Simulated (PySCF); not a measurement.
# Fluorine: the same states on changed settings

One table from this session's results is given with a row withheld; the runs are named, their logs left out.

Method: unrestricted determinants in a Gaussian basis, no spin-orbit coupling in the energies. Code: PySCF 2.14.0.

### Starting point

```
Element                                   : fluorine (Z = 9)
Basis                                     : cc-pVDZ-DK (3s2p1d, 14 functions)
Hamiltonian                               : scalar relativity by spin-free X2C-1e
State 1                                   : F+: [He] 2s2 2p4, high-spin 3P determinant
State 2                                   : F(2+): [He] 2s2 2p3, high-spin 4S determinant
Methods                                   : UHF, BP86, TPSS, MP2, CCSD(T)
Core shells frozen in the correlated runs : valence: 1s2 (for F+)
```

The outer shells:

F+ [He] 2s2 2p4
```
[He] core
2s [↑↓]
2p [↑↓][↑ ][↑ ]
```

F2+ [He] 2s2 2p3
```
[He] core
2s [↑↓]
2p [↑ ][↑ ][↑ ]
```

The sound run (cc-pVDZ-DK, scalar relativity by spin-free X2C-1e, symmetry-adapted start, fine grid, valence correlation) gave:

```tsv
species	method	energy (hartree)
F+	UHF	-98.88758
F+	BP86	-99.16437
F+	TPSS	-99.18949
F+	MP2 (valence)	-98.98616
F+	CCSD(T) (valence)	-99.00076
F(2+)	UHF	-97.66035
F(2+)	BP86	-97.85495
F(2+)	TPSS	-97.88535
F(2+)	MP2 (valence)	-97.72885
F(2+)	CCSD(T) (valence)	-97.74285
```

The runs were made by one driver on top of PySCF. The scripts below sum up each run's settings (the driver also hands on starting orbitals that pick excited configurations, and frozen orbitals as a list rather than a count), and the logs come from the driver's own runs.

The first run:

The driver's launch:

```bash
$ OMP_NUM_THREADS=1 python atomrun2.py TASK.json OUT
```

Input file input.py:

```python
from pyscf import gto, scf, dft, mp, cc
import basis_set_exchange as bse
mol = gto.M(atom="F 0 0 0", charge=1, spin=2, symmetry="D2h",
            basis=gto.basis.parse(bse.get_basis("cc-pVDZ-DK", elements=["F"], fmt="nwchem", header=False)),
            nucmod="G")
mf = scf.UHF(mol).sfx2c1e()
mf.irrep_nelec = {'Ag': (2, 2), 'B1u': (1, 0), 'B2u': (1, 1), 'B3u': (1, 0)}
mf.init_guess = "sap"
mf.max_cycle = 50
mf.level_shift = 0.1
mf.conv_check = False  # no last unshifted cycle
mf.kernel()
```

Steps of the session up to this table: Changed run, F+, method by method; Changed run, F(2+).

One table of the session follows, with a row left open; its other results are not shown here.

Ionisation energy of F+:

```
 method  sound run (eV)
    UHF               ?
   BP86          35.631
   TPSS          35.487
    MP2          34.213
SCS-MP2          34.216
   CCSD          34.219
CCSD(T)          34.230
```

Estimate the missing values for UHF.

**Answer.** sound run (eV): 33.395. In the column «sound run (eV)» it is the lowest.

To keep in mind: A level shift leaves the converged SCF energy unchanged but raises the virtual orbital energies, which shrinks MP2 if it is not removed, as here.
